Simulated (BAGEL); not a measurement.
# CH5BClNO (SMILES NB(Cl)CO) at 3 levels

Wanted: a comparison of 3 runs (B3LYP/6-31G*, PBE0/6-31G*, RI-MP2/6-31G*) of CH5BClNO. 

Program for the calculation: BAGEL 1.2.2.

4 further runs of the same task are left out: 3 that didn't finish, 1 set aside as unsound or not needed.

### Step 1. The system as given

The species is CH5BClNO (10 atoms), meant as a singlet with charge 0. As SMILES, `NB(Cl)CO`. The shape is that of a PBE0-D4/def2-TZVP optimisation. This is a higher conformer, about 10 kJ/mol above the lowest found by a separate search.

Bond lengths: N1–B2 1.386 Å, B2–Cl3 1.784 Å, B2–C4 1.577 Å, C4–O5 1.413 Å, N1–H6 1.005 Å, N1–H7 1.006 Å, C4–H8 1.096 Å, C4–H9 1.105 Å, O5–H10 0.962 Å. Some angles: N1–B2–Cl3 118.3°, N1–B2–C4 123.5°, Cl3–B2–C4 118.2°, B2–C4–O5 116.0°, B2–N1–H6 123.2°, B2–N1–H7 122.4°, B2–C4–H8 109.8°, B2–C4–H9 107.4°, O5–C4–H8 107.3°, O5–C4–H9 110.4°.

### Step 2. A single-point energy at B3LYP/6-31G(d) (density fitting with cc-pvqz-jkfit, spherical functions) (run 1)

dft.json reads:

```json
{ "bagel" : [

{
  "title" : "molecule",
  "basis" : "6-31gs.json",
  "df_basis" : "cc-pvqz-jkfit",
  "angstrom" : true,
  "geometry" : [
    { "atom" : "N", "xyz" : [      -1.481300,       0.770100,       0.263800 ] },
    { "atom" : "B", "xyz" : [      -0.131200,       0.458300,       0.272600 ] },
    { "atom" : "Cl", "xyz" : [       0.978400,       1.531400,       1.166200 ] },
    { "atom" : "C", "xyz" : [       0.484800,      -0.764800,      -0.509200 ] },
    { "atom" : "O", "xyz" : [       1.724500,      -1.243900,      -0.030200 ] },
    { "atom" : "H", "xyz" : [      -1.860400,       1.585400,       0.713900 ] },
    { "atom" : "H", "xyz" : [      -2.164100,       0.196600,      -0.201200 ] },
    { "atom" : "H", "xyz" : [      -0.217400,      -1.606600,      -0.495200 ] },
    { "atom" : "H", "xyz" : [       0.570000,      -0.469000,      -1.570200 ] },
    { "atom" : "H", "xyz" : [       2.179800,      -0.508700,       0.392200 ] }
  ]
},

{ "title" : "ks", "xc_func" : "b3lyp" },

{ "title" : "print", "file" : "orbitals.molden", "orbitals" : true }

]}
```

The basis set 6-31G* is read from a file made from the Basis Set Exchange's data (not shown).

Command:

```console
BAGEL_NUM_THREADS=1 BAGEL dft.json > dft.out
```

Log:

```text
* using 1 threads per process

  ===============================================================
  ===============================================================

  *** Geometry ***

  { "atom" : "N", "xyz" : [     -2.799251,      1.455278,      0.498510 ] },
  { "atom" : "B", "xyz" : [     -0.247932,      0.866061,      0.515139 ] },
  { "atom" : "Cl", "xyz" : [      1.848908,      2.893927,      2.203799 ] },
  { "atom" : "C", "xyz" : [      0.916139,     -1.445263,     -0.962249 ] },
  { "atom" : "O", "xyz" : [      3.258833,     -2.350630,     -0.057070 ] },
  { "atom" : "H", "xyz" : [     -3.515646,      2.995972,      1.349075 ] },
  { "atom" : "H", "xyz" : [     -4.089556,      0.371520,     -0.380213 ] },
  { "atom" : "H", "xyz" : [     -0.410826,     -3.036034,     -0.935792 ] },
  { "atom" : "H", "xyz" : [      1.077144,     -0.886282,     -2.967248 ] },
  { "atom" : "H", "xyz" : [      4.119225,     -0.961304,      0.741151 ] },

  Number of auxiliary basis functions:      827

  Since a DF basis is specified, we compute 2- and 3-index integrals:
    o Being stored without compression. Storage requirement is 0.047 GB

  Number of basis functions:       84
  Number of electrons      :       48

    * METHOD: MOLECULE                             0.90

  *** Kohn-Sham DFT ***

    * Removing 20146 points whose weight is below 1.00e-10
    * Grid points: 128914

  === Nuclear Repulsion ===
   209.0563850770

       - DIIS with orbital gradients will be used.

  === KS iteration (b3lyp / 6-31gs.json) ===
      0       -593.55400855          0.12384987           0.65
      1       -487.98029019          0.21201776           0.70
      2       -574.54703765          0.10878024           0.81
      3       -627.60456816          0.13909220           0.80
      4       -636.23654554          0.09910597           0.79
      5       -636.85922785          0.11705290           0.75
[... 24 lines of this table left out ...]
     30       -656.20845108          0.00000002           0.77
     31       -656.20845108          0.00000000           0.81
    * SCF iteration converged.

    * Permanent dipole moment:
           (    1.316857,    -0.436703,     0.231392) a.u.

    * METHOD: KS                                  23.97

    * METHOD: PRINT                                0.02

  ===============================================================
```

It took 25 s on 1 thread of Intel Xeon Platinum 8488C (Sapphire Rapids), shared host; peak memory 0.54 GiB.

### Step 3. A single-point energy at PBE0/6-31G(d) (density fitting with cc-pvqz-jkfit, spherical functions) (run 2)

input.json reads:

```json
{ "bagel": [

{
  "title": "molecule",
  "basis": "6-31gs.json",
  "df_basis": "cc-pvqz-jkfit",
  "angstrom": true,
  "geometry": [
    { "atom": "N", "xyz": [      -1.481300,       0.770100,       0.263800 ] },
    { "atom": "B", "xyz": [      -0.131200,       0.458300,       0.272600 ] },
    { "atom": "Cl", "xyz": [       0.978400,       1.531400,       1.166200 ] },
    { "atom": "C", "xyz": [       0.484800,      -0.764800,      -0.509200 ] },
    { "atom": "O", "xyz": [       1.724500,      -1.243900,      -0.030200 ] },
    { "atom": "H", "xyz": [      -1.860400,       1.585400,       0.713900 ] },
    { "atom": "H", "xyz": [      -2.164100,       0.196600,      -0.201200 ] },
    { "atom": "H", "xyz": [      -0.217400,      -1.606600,      -0.495200 ] },
    { "atom": "H", "xyz": [       0.570000,      -0.469000,      -1.570200 ] },
    { "atom": "H", "xyz": [       2.179800,      -0.508700,       0.392200 ] }
  ]
},

{ "title": "ks", "xc_func": "pbe0" },

{ "title": "print", "file": "orbitals.molden", "orbitals": true }

]}
```

The basis set 6-31G* is read from a file made from the Basis Set Exchange's data (not shown).

Command:

```console
BAGEL_NUM_THREADS=1 BAGEL input.json > input.out
```

Log:

```text
* using 1 threads per process

  ===============================================================
  ===============================================================

  *** Geometry ***

  { "atom" : "N", "xyz" : [     -2.799251,      1.455278,      0.498510 ] },
  { "atom" : "B", "xyz" : [     -0.247932,      0.866061,      0.515139 ] },
  { "atom" : "Cl", "xyz" : [      1.848908,      2.893927,      2.203799 ] },
  { "atom" : "C", "xyz" : [      0.916139,     -1.445263,     -0.962249 ] },
  { "atom" : "O", "xyz" : [      3.258833,     -2.350630,     -0.057070 ] },
  { "atom" : "H", "xyz" : [     -3.515646,      2.995972,      1.349075 ] },
  { "atom" : "H", "xyz" : [     -4.089556,      0.371520,     -0.380213 ] },
  { "atom" : "H", "xyz" : [     -0.410826,     -3.036034,     -0.935792 ] },
  { "atom" : "H", "xyz" : [      1.077144,     -0.886282,     -2.967248 ] },
  { "atom" : "H", "xyz" : [      4.119225,     -0.961304,      0.741151 ] },

  Number of auxiliary basis functions:      827

  Since a DF basis is specified, we compute 2- and 3-index integrals:
    o Being stored without compression. Storage requirement is 0.047 GB

  Number of basis functions:       84
  Number of electrons      :       48

    * METHOD: MOLECULE                             1.37

  *** Kohn-Sham DFT ***

    * Removing 20146 points whose weight is below 1.00e-10
    * Grid points: 128914

  === Nuclear Repulsion ===
   209.0563850770

       - DIIS with orbital gradients will be used.

  === KS iteration (pbe0 / 6-31gs.json) ===
      0       -593.26884822          0.12355461           0.81
      1       -488.40194365          0.20830125           0.76
      2       -571.80967251          0.10042158           0.81
      3       -626.60878676          0.13895940           0.65
      4       -634.53093843          0.10280608           0.64
      5       -635.16077812          0.10969028           0.79
[... 23 lines of this table left out ...]
     29       -655.81588433          0.00000002           0.74
     30       -655.81588433          0.00000000           0.71
    * SCF iteration converged.

    * Permanent dipole moment:
           (    1.329839,    -0.432035,     0.244372) a.u.

    * METHOD: KS                                  22.53

    * METHOD: PRINT                                0.02

  ===============================================================
```

Wall time 24 s (1 thread of Intel Xeon Platinum 8488C (Sapphire Rapids), shared host); peak memory 0.54 GiB.

### Step 4. A single-point energy at RI-MP2/6-31G(d) (density fitting with cc-pvqz-jkfit, spherical functions) (run 3)

input.json: that of step 3 with these lines changed.

```diff
@@ -21,5 +21,10 @@
 
-{ "title": "ks", "xc_func": "pbe0" },
+{
+  "title": "hf"
+},
 
-{ "title": "print", "file": "orbitals.molden", "orbitals": true }
+{
+  "title": "mp2",
+  "ncore": 9
+}
```

The basis set 6-31G* is read from a file made from the Basis Set Exchange's data (not shown).

Command:

```console
BAGEL_NUM_THREADS=1 BAGEL input.json > input.out
```

Log:

```text
* using 1 threads per process

  ===============================================================
  ===============================================================

  *** Geometry ***

  { "atom" : "N", "xyz" : [     -2.799251,      1.455278,      0.498510 ] },
  { "atom" : "B", "xyz" : [     -0.247932,      0.866061,      0.515139 ] },
  { "atom" : "Cl", "xyz" : [      1.848908,      2.893927,      2.203799 ] },
[... 6 lines of this table left out ...]
  { "atom" : "H", "xyz" : [      4.119225,     -0.961304,      0.741151 ] },

  Number of auxiliary basis functions:      827

  Since a DF basis is specified, we compute 2- and 3-index integrals:
    o Being stored without compression. Storage requirement is 0.047 GB

  Number of basis functions:       84
  Number of electrons      :       48

    * METHOD: MOLECULE                             1.04

  *** RHF ***

  === Nuclear Repulsion ===
   209.0563850770

      * DIIS with orbital gradients will be used.

  === RHF iteration (6-31gs.json) ===
      0       -654.09802109          0.02045006           0.18
      1       -654.27063806          0.01119604           0.17
      2       -654.32958751          0.00168017           0.17
[... 10 lines of this table left out ...]
     13       -654.33152754          0.00000001           0.24
    * SCF iteration converged.

    * Permanent dipole moment:
           (    1.353624,    -0.432646,     0.282335) a.u.

    * METHOD: HF                                   3.10

  *** RHF ***

  === Nuclear Repulsion ===
   209.0563850770

      * DIIS with orbital gradients will be used.

  === RHF iteration (6-31gs.json) ===
      0       -654.33152754          0.00000000           0.24
    * SCF iteration converged.

    * Permanent dipole moment:
           (    1.353625,    -0.432647,     0.282336) a.u.

  === DF-MP2 calculation ===

    * freezing 9 orbitals
    * 3-index integral transformation done
    * assembly done

      MP2 correlation energy:   -0.6699509302      0.11

      MP2 total energy:       -655.0014784712

    * METHOD: MP2                                  0.62

  ===============================================================
```

Wall time 5.1 s (1 thread of Intel Xeon Platinum 8488C (Sapphire Rapids), shared host); peak memory 0.18 GiB.

### Step 5. The series

```
run                                                                    level  frozen core orbitals  energy (Eh)  dipole moment (D)  HOMO energy (eV)  LUMO energy (eV)  wall time
  1   B3LYP/6-31G* (density fitting with cc-pvqz-jkfit, spherical functions)                     –  -656.208451               3.58             -6.86              0.46       25 s
  2    PBE0/6-31G* (density fitting with cc-pvqz-jkfit, spherical functions)                     –  -655.815884               3.61             -7.20              0.62       24 s
  3  RI-MP2/6-31G* (density fitting with cc-pvqz-jkfit, spherical functions)                     9  -655.001478                  –                 –                 –      5.1 s
```

### Step 6. What came out

```
                                          quantity          value
                               run 3: total energy  -655.00148 Eh
run 3: correlation energy (9 core orbitals frozen)     -670.0 mEh
```

In words: Totals of different functionals can't be ranked against each other. All runs together took 55 s, the longest 25 s.
